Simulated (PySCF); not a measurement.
Crystal: C3OH2, in a box.

```
CELL_PARAMETERS angstrom
11.00000 0.00000 0.00000
0.00000 13.00000 0.00000
0.00000 0.00000 13.00000
ATOMIC_POSITIONS crystal
C 0.44341 0.58408 0.43861
C 0.46759 0.51772 0.49963
C 0.50113 0.44076 0.57447
O 0.44732 0.36114 0.58640
H 0.42058 0.64209 0.38402
H 0.58179 0.46070 0.62121
```

Base run:

```yaml
Program: PySCF 2.14.0
Functional: wB97X
Potentials_or_basis: 6-31g* (all-electron)
k_mesh: 1 × 1 × 1
Occupations: fixed
Spin: no spin polarisation
```

Its results: gap between the frontier levels 10.98 eV.

Problem. The run is repeated on the same cell with these changes: functional from wB97X to SCAN. What comes out?

Solution. Gap between the frontier levels 3.88 eV.

wB97X gives the wider gap, since exact exchange removes part of the self-interaction.

Caveats: this is a molecule in a periodic box at the Γ point, so its band gap is the HOMO-LUMO gap; the basis of atomic orbitals isn't converged, which shifts pressures, moduli and gaps.

A k mesh can miss the band edges.

Not every run made on this cell is shown here.
